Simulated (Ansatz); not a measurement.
# CuSi16: the cost of one run

Program: Ansatz 0.2.0. Level of theory: DFT PBE+D3(BJ), plane waves, PAW, scalar-relativistic, collinear spin. These are calculated values, not measurements.

**1. The structure to begin with**

The cell holds 17 atoms (CuSi16): a = 7.679 Å, b = 7.679 Å, c = 7.679 Å, α = 60.00°, β = 60.00°, γ = 60.00°.

The coordinates stand in the first input below.

**2. Relaxing end A**

Contents of input.yaml:

```yaml
crystal:
  lattice:
    - [0.0, 5.43, 5.43]
    - [5.43, 0.0, 5.43]
    - [5.43, 5.43, 0.0]
  atoms:
    - { symbol: Si, position: [0.0, 0.0, 0.0] }
    - { symbol: Si, position: [0.125, 0.125, 0.125] }
    - { symbol: Si, position: [0.0, 0.0, 0.5] }
    - { symbol: Si, position: [0.125, 0.125, 0.625] }
    - { symbol: Si, position: [0.0, 0.5, 0.0] }
    - { symbol: Si, position: [0.125, 0.625, 0.125] }
    - { symbol: Si, position: [0.0, 0.5, 0.5] }
    - { symbol: Si, position: [0.125, 0.625, 0.625] }
    - { symbol: Si, position: [0.5, 0.0, 0.0] }
    - { symbol: Si, position: [0.625, 0.125, 0.125] }
    - { symbol: Si, position: [0.5, 0.0, 0.5] }
    - { symbol: Si, position: [0.625, 0.125, 0.625] }
    - { symbol: Si, position: [0.5, 0.5, 0.0] }
    - { symbol: Si, position: [0.625, 0.625, 0.125] }
    - { symbol: Si, position: [0.5, 0.5, 0.5] }
    - { symbol: Si, position: [0.625, 0.625, 0.625] }
    - { symbol: Cu, position: [0.5593093, 0.8233357, 0.8052597], spin: 1.0 }
magnetization:
  spin_polarized: true
basis:
  ecutwfc: 420.0
kpoints:
  mp_grid: { grid: [2, 2, 2] }
hamiltonian:
  xc: pbe
  dispersion: d3bj
scf:
  occupations: { method: gaussian, width: 0.05 }
  lower_state_search: "off"
relax:
  f_tol: 0.03
  max_steps: 60
  adjacent_minimum: "off"
```

Run with:

```
$ ansatz run input.yaml --threads 2 --pin off --max-ram 5120MiB --backend cpu --events-out ev --progress --plain --runs-dir out
```

What time and memory should one allow on 2 threads of Arm Neoverse V2, shared host?

About 49 s, with a peak of 0.77 GiB.
